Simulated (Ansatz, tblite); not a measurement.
# Pd20 tetrahedron (Pd20): rung by rung

Aim: run the singlet of Pd20 tetrahedron (Pd20) at one geometry on many levels, and compare frontier levels, spin and run time.

Computed with Ansatz 0.2.0, Gaussian basis. Level: as each input shows.

Levels to be run: GFN1-xTB, GFN2-xTB, PBE-D4/def2-TZVP, r2SCAN-D4/def2-TZVP, HF/def2-TZVP, PBE-D4/def2-SVP, PBE0-D4/def2-SVP, MP2/def2-SVP.

4 further runs of the same task are left out: 1 for a known fault of the program, 1 that didn't finish, 2 set aside as unsound or not needed. Runs told in other sessions of the task aren't counted.

### 1 The geometry

The singlet was relaxed beforehand with PBE-D4/def2-SVP.

20 atoms, charge 0, spin multiplicity 1.

Bond lengths: Pd1–Pd2 2.602 Å, Pd1–Pd5 2.618 Å, Pd1–Pd11 2.615 Å, Pd2–Pd3 2.595 Å, Pd2–Pd5 2.820 Å, Pd2–Pd6 2.668 Å, Pd2–Pd11 2.811 Å, Pd2–Pd12 2.671 Å, Pd3–Pd4 2.604 Å, Pd3–Pd6 2.668 Å, Pd3–Pd7 2.820 Å, Pd3–Pd12 2.667 Å, Pd3–Pd13 2.818 Å, Pd4–Pd7 2.613 Å, Pd4–Pd13 2.615 Å, Pd5–Pd6 2.722 Å, Pd5–Pd8 2.567 Å, Pd5–Pd11 2.768 Å and more. Angles: Pd2–Pd1–Pd5 65.4°, Pd2–Pd1–Pd11 65.2°, Pd5–Pd1–Pd11 63.9°, Pd1–Pd2–Pd3 177.5°, Pd1–Pd2–Pd5 57.6°, Pd1–Pd2–Pd6 117.0°, Pd1–Pd2–Pd11 57.6°, Pd1–Pd2–Pd12 117.4°, Pd3–Pd2–Pd5 120.2°, Pd3–Pd2–Pd6 60.9°, Pd3–Pd2–Pd11 120.5°, Pd3–Pd2–Pd12 60.8°, Pd5–Pd2–Pd6 59.4°, Pd5–Pd2–Pd11 58.9°, Pd5–Pd2–Pd12 90.9°, Pd6–Pd2–Pd11 90.8°, Pd6–Pd2–Pd12 64.1°, Pd11–Pd2–Pd12 59.7° and more.

As a file:

| atom | x (Å) | y (Å) | z (Å) |
| --- | --- | --- | --- |
| Pd1 | -2.7591 | -2.7544 | -2.7495 |
| Pd2 | -0.9262 | -0.9113 | -2.8624 |
| Pd3 | 0.9126 | 0.9191 | -2.8631 |
| Pd4 | 2.7615 | 2.7484 | -2.7448 |
| Pd5 | -0.9434 | -2.9067 | -0.8700 |
| Pd6 | 0.9992 | -1.0056 | -1.0177 |
| Pd7 | 2.8946 | 0.9459 | -0.8578 |
| Pd8 | 0.9486 | -2.9048 | 0.8653 |
| Pd9 | 2.8941 | -0.9562 | 0.8636 |
| Pd10 | 2.7555 | -2.7611 | 2.7506 |
| Pd11 | -2.9013 | -0.9500 | -0.8622 |
| Pd12 | -0.9967 | 1.0055 | -1.0030 |
| Pd13 | 0.9507 | 2.9054 | -0.8647 |
| Pd14 | -1.0040 | -1.0112 | 1.0091 |
| Pd15 | 0.9979 | 0.9977 | 1.0157 |
| Pd16 | 0.9134 | -0.9249 | 2.8691 |
| Pd17 | -2.8976 | 0.9530 | 0.8571 |
| Pd18 | -0.9387 | 2.9079 | 0.8741 |
| Pd19 | -0.9218 | 0.9065 | 2.8615 |
| Pd20 | -2.7562 | 2.7462 | 2.7526 |

Pd takes a core potential in the def2 sets. No spin-orbit coupling is included.

PBE0-D4/def2-TZVP was run before; its log isn't repeated, and its numbers join the tables.

### 2 GFN1-xTB

Tight binding, by tblite at 300 K electronic temperature and without a spin-polarisation term:

```python
tblite.interface.Calculator('GFN1-xTB', numbers, positions, charge=0, uhf=0).singlepoint()
```

Energy -2432.4038 eV, HOMO -8.99 eV, LUMO -8.78 eV; 0.32 s.

### 3 GFN2-xTB

Tight binding, by tblite at 300 K electronic temperature and without a spin-polarisation term:

```python
tblite.interface.Calculator('GFN2-xTB', numbers, positions, charge=0, uhf=0).singlepoint()
```

Energy -2526.7006 eV, HOMO -5.02 eV, LUMO -4.87 eV; 0.6 s.

### 4 PBE-D4/def2-TZVP

start.molden holds the orbitals of an earlier run on this state, given as this run's starting guess.

Contents of in.yaml:

```yaml
crystal:
  periodic: [false, false, false]
  atoms:
    - {symbol: Pd, position_ang: [-2.759069, -2.754443, -2.749500]}
    - {symbol: Pd, position_ang: [-0.926223, -0.911284, -2.862391]}
    - {symbol: Pd, position_ang: [0.912636, 0.919097, -2.863116]}
    - {symbol: Pd, position_ang: [2.761532, 2.748424, -2.744811]}
    - {symbol: Pd, position_ang: [-0.943387, -2.906703, -0.870024]}
    - {symbol: Pd, position_ang: [0.999238, -1.005561, -1.017715]}
    - {symbol: Pd, position_ang: [2.894564, 0.945895, -0.857794]}
    - {symbol: Pd, position_ang: [0.948613, -2.904782, 0.865316]}
    - {symbol: Pd, position_ang: [2.894143, -0.956224, 0.863601]}
    - {symbol: Pd, position_ang: [2.755538, -2.761134, 2.750592]}
    - {symbol: Pd, position_ang: [-2.901288, -0.950045, -0.862219]}
    - {symbol: Pd, position_ang: [-0.996738, 1.005491, -1.003031]}
    - {symbol: Pd, position_ang: [0.950705, 2.905404, -0.864687]}
    - {symbol: Pd, position_ang: [-1.004004, -1.011198, 1.009118]}
    - {symbol: Pd, position_ang: [0.997886, 0.997732, 1.015725]}
    - {symbol: Pd, position_ang: [0.913353, -0.924886, 2.869096]}
    - {symbol: Pd, position_ang: [-2.897610, 0.953024, 0.857057]}
    - {symbol: Pd, position_ang: [-0.938721, 2.907887, 0.874112]}
    - {symbol: Pd, position_ang: [-0.921803, 0.906489, 2.861451]}
    - {symbol: Pd, position_ang: [-2.756167, 2.746218, 2.752619]}
basis:
  gaussian: {orbitals: def2-TZVP, fitting: {mean_field: def2-universal-jkfit}, initial_orbitals: start.molden}
hamiltonian: {xc: pbe, dispersion: d4}
scf: {omitted_lower_state_checks: [starts]}
output: {forces: true, orbitals: {seedname: orbitals}}
```

Command:

```sh
ansatz run in.yaml --threads 4 --pin off --events-out ev --progress --plain --max-ram 66560MiB --backend cuda --devices 0, --max-vram 37GiB
```

Further steps of the session: r2SCAN-D4/def2-TZVP; HF/def2-TZVP; PBE-D4/def2-SVP; PBE0-D4/def2-SVP; MP2/def2-SVP.

**Question.** What will the summary of the whole plan be? Wanted: gap in def2-TZVP, named functionals and Hartree-Fock, smallest and largest; correlation energy, MP2/def2-SVP; binding an atom, functionals in def2-TZVP; PBE0 total energy, smallest basis above largest.

As calculated:

| quantity | value |
| --- | --- |
| gap in def2-TZVP, named functionals and Hartree-Fock, smallest and largest | 0.01 eV (PBE-D4), 5.33 eV (HF) |
| correlation energy, MP2/def2-SVP | -227.18 eV |
| binding an atom, functionals in def2-TZVP | 1.98 (PBE0-D4) to 2.84 eV (r2SCAN-D4) |
| PBE0 total energy, smallest basis above largest | 18.07 eV (def2-SVP, def2-TZVP) |

Over the named functionals and Hartree-Fock in def2-TZVP the gap runs from 0.01 eV (PBE-D4) to 5.33 eV (HF); exact exchange widens it.
